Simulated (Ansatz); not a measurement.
# Ga15SnN16: the cost of one run

Program: Ansatz 0.2.0. Level of theory: DFT, PBE, plane-wave PAW, default files, scalar-relativistic. These are calculated values, not measurements.

The COD entry's cell or inner coordinates are ideal or old and differ from later refinements, so a difference from it is no clean test against experiment.

**1. Starting point**

Symmetry: P3m1, No. 156, trigonal system. Conventional cell: a = 6.360 Å, b = 6.360 Å, c = 10.332 Å, α = 90.00°, β = 90.00°, γ = 120.00°. Sn (site symmetry 3m) is surrounded by 4 N at 1.94 to 1.95 Å. Around Ga (site symmetry 3m) lie 4 N at 1.94 to 1.95 Å. Ga (site symmetry m) is surrounded by 4 N at 1.94 to 1.95 Å. Only part of the 16 independent sites is listed.

As a file:

```cif
data_structure
_symmetry_space_group_name_H-M 'P 1'
_symmetry_Int_Tables_number 1
_cell_length_a 6.3600
_cell_length_b 6.3600
_cell_length_c 10.3320
_cell_angle_alpha 90.000
_cell_angle_beta 90.000
_cell_angle_gamma 120.000
_cell_volume 361.93
loop_
_atom_site_label
_atom_site_type_symbol
_atom_site_fract_x
_atom_site_fract_y
_atom_site_fract_z
_atom_site_occupancy
Sn1 Sn 0.16667 0.33333 0.00000 1
Ga1 Ga 0.16667 0.33333 0.50000 1
Ga2 Ga 0.16667 0.83333 0.00000 1
Ga3 Ga 0.16667 0.83333 0.50000 1
Ga4 Ga 0.66667 0.33333 0.00000 1
Ga5 Ga 0.66667 0.33333 0.50000 1
Ga6 Ga 0.66667 0.83333 0.00000 1
Ga7 Ga 0.66667 0.83333 0.50000 1
Ga8 Ga 0.33333 0.16667 0.25000 1
Ga9 Ga 0.33333 0.16667 0.75000 1
Ga10 Ga 0.33333 0.66667 0.25000 1
Ga11 Ga 0.33333 0.66667 0.75000 1
Ga12 Ga 0.83333 0.16667 0.25000 1
Ga13 Ga 0.83333 0.16667 0.75000 1
Ga14 Ga 0.83333 0.66667 0.25000 1
Ga15 Ga 0.83333 0.66667 0.75000 1
N1 N 0.16667 0.33333 0.18750 1
N2 N 0.16667 0.33333 0.68750 1
N3 N 0.16667 0.83333 0.18750 1
N4 N 0.16667 0.83333 0.68750 1
N5 N 0.66667 0.33333 0.18750 1
N6 N 0.66667 0.33333 0.68750 1
N7 N 0.66667 0.83333 0.18750 1
N8 N 0.66667 0.83333 0.68750 1
N9 N 0.33333 0.16667 0.43750 1
N10 N 0.33333 0.16667 0.93750 1
N11 N 0.33333 0.66667 0.43750 1
N12 N 0.33333 0.66667 0.93750 1
N13 N 0.83333 0.16667 0.43750 1
N14 N 0.83333 0.16667 0.93750 1
N15 N 0.83333 0.66667 0.43750 1
N16 N 0.83333 0.66667 0.93750 1
```

Atom 1 of the input is the impurity.

**2. Gradients at the starting positions**

input.yaml reads:

```yaml
crystal:
  lattice:
    - [6.36, 0.0, 0.0]
    - [-3.18, 5.507921568, 0.0]
    - [0.0, 0.0, 10.332]
  atoms:
    - { symbol: Sn, position: [0.1666666666, 0.3333333334, 0.0] }
    - { symbol: Ga, position: [0.1666666666, 0.3333333334, 0.5] }
    - { symbol: Ga, position: [0.1666666666, 0.8333333334, 0.0] }
    - { symbol: Ga, position: [0.1666666666, 0.8333333334, 0.5] }
    - { symbol: Ga, position: [0.6666666666, 0.3333333334, 0.0] }
    - { symbol: Ga, position: [0.6666666666, 0.3333333334, 0.5] }
    - { symbol: Ga, position: [0.6666666666, 0.8333333334, 0.0] }
    - { symbol: Ga, position: [0.6666666666, 0.8333333334, 0.5] }
    - { symbol: Ga, position: [0.3333333334, 0.1666666666, 0.25] }
    - { symbol: Ga, position: [0.3333333334, 0.1666666666, 0.75] }
    - { symbol: Ga, position: [0.3333333334, 0.6666666666, 0.25] }
    - { symbol: Ga, position: [0.3333333334, 0.6666666666, 0.75] }
    - { symbol: Ga, position: [0.8333333334, 0.1666666666, 0.25] }
    - { symbol: Ga, position: [0.8333333334, 0.1666666666, 0.75] }
    - { symbol: Ga, position: [0.8333333334, 0.6666666666, 0.25] }
    - { symbol: Ga, position: [0.8333333334, 0.6666666666, 0.75] }
    - { symbol: "N", position: [0.1666666666, 0.3333333334, 0.1875] }
    - { symbol: "N", position: [0.1666666666, 0.3333333334, 0.6875] }
    - { symbol: "N", position: [0.1666666666, 0.8333333334, 0.1875] }
    - { symbol: "N", position: [0.1666666666, 0.8333333334, 0.6875] }
    - { symbol: "N", position: [0.6666666666, 0.3333333334, 0.1875] }
    - { symbol: "N", position: [0.6666666666, 0.3333333334, 0.6875] }
    - { symbol: "N", position: [0.6666666666, 0.8333333334, 0.1875] }
    - { symbol: "N", position: [0.6666666666, 0.8333333334, 0.6875] }
    - { symbol: "N", position: [0.3333333334, 0.1666666666, 0.4375] }
    - { symbol: "N", position: [0.3333333334, 0.1666666666, 0.9375] }
    - { symbol: "N", position: [0.3333333334, 0.6666666666, 0.4375] }
    - { symbol: "N", position: [0.3333333334, 0.6666666666, 0.9375] }
    - { symbol: "N", position: [0.8333333334, 0.1666666666, 0.4375] }
    - { symbol: "N", position: [0.8333333334, 0.1666666666, 0.9375] }
    - { symbol: "N", position: [0.8333333334, 0.6666666666, 0.4375] }
    - { symbol: "N", position: [0.8333333334, 0.6666666666, 0.9375] }
total_charge: -1
kpoints:
  mp_grid: { grid: [4, 4, 2] }
scf:
  occupations: { method: fermi_dirac, width: 0.01 }
hamiltonian:
  xc: pbe
  pseudopotentials: { kind: paw }
output:
  forces: true
  stress: true
  populations: true
  efg:
    quadrupole_moments_barn: { Sn: -0.132, Ga: 0.107, "N": 0.02044 }
    contact_densities: true
```

Command:

```bash
$ ansatz run input.yaml --threads 1 --pin off --max-ram 3072MiB --backend cpu --events-out ev --progress --plain --runs-dir out
```

**Question.** How long does this run take on 1 thread of Arm Neoverse V2, shared host, and how much memory does it need?

About 76 s, with a peak of 0.91 GiB.
